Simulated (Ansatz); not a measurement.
Below is the output of a Python script on Ansatz 0.2.0 through its Python package that makes a ladder of methods at one geometry of CH4OSe, SMILES OC[SeH]. Write a script that gives it. Level of theory (for the species named): MP2, def2-SVP basis, multiplicity 1. The script varies method: mp2, ccsd, ccsd_t.

```xyz
7

O    -1.1551    0.4192   -0.7853
C    -0.1624    0.3102    0.1199
Se    1.1481   -0.9077   -0.6035
H    -1.6087   -0.3939   -0.8196
H    -0.5429   -0.0797    1.0724
H     0.3147    1.3169    0.2946
H     2.0676   -0.7331    0.6759
```

```console
$ python methods_ch4ose.py
Hartree-Fock reference -2514.482874 Ha
mp2      total -2515.049677 Ha  correlation  -15.4235 eV  (93.3 % of the last)
ccsd     total -2515.075249 Ha  correlation  -16.1193 eV  (97.5 % of the last)
ccsd_t   total -2515.090139 Ha  correlation  -16.5245 eV  (100.0 % of the last)
```

One script that gives this output:

Script `methods_ch4ose.py`:
```python
import ansatz as az


def main() -> None:
    ch4ose = (
        az.Crystal.molecule()
        .atom("O", (-1.1551, 0.4192, -0.7853))
        .atom("C", (-0.1624, 0.3102, 0.1199))
        .atom("Se", (1.1481, -0.9077, -0.6035))
        .atom("H", (-1.6087, -0.3939, -0.8196))
        .atom("H", (-0.5429, -0.0797, 1.0724))
        .atom("H", (0.3147, 1.3169, 0.2946))
        .atom("H", (2.0676, -0.7331, 0.6759))
    )

    job = ch4ose.calculation().basis(gaussian="def2-SVP")

    methods = ["mp2", "ccsd", "ccsd_t"]
    reports = [job.correlation(m).run().report for m in methods]
    print(f"Hartree-Fock reference {reports[0]['reference_energy_ev'] / 27.211386246:.6f} Ha")
    best = reports[-1]["free_energy_ev"] - reports[-1]["reference_energy_ev"]
    for method, each in zip(methods, reports):
        gained = each["free_energy_ev"] - each["reference_energy_ev"]
        print(f"{method:8s} total {each['free_energy_ev'] / 27.211386246:.6f} Ha  correlation {gained:9.4f} eV  ({100 * gained / best:.1f} % of the last)")


if __name__ == "__main__":
    main()
```

Total energies depend on the basis set; only differences at equal settings carry meaning. The geometry is a force-field or estimated start, not a minimum of this method, and the basis set is short of its limit. A lower total doesn't mark the better method: functionals have no common bound, and MP2 and coupled cluster aren't variational. Inner cores stay frozen; a filled d shell under the valence of the heavier atoms is correlated with it. Timing: 12 s on 1 thread of Arm Neoverse V1, on a shared host, peak memory 0.3 GiB.
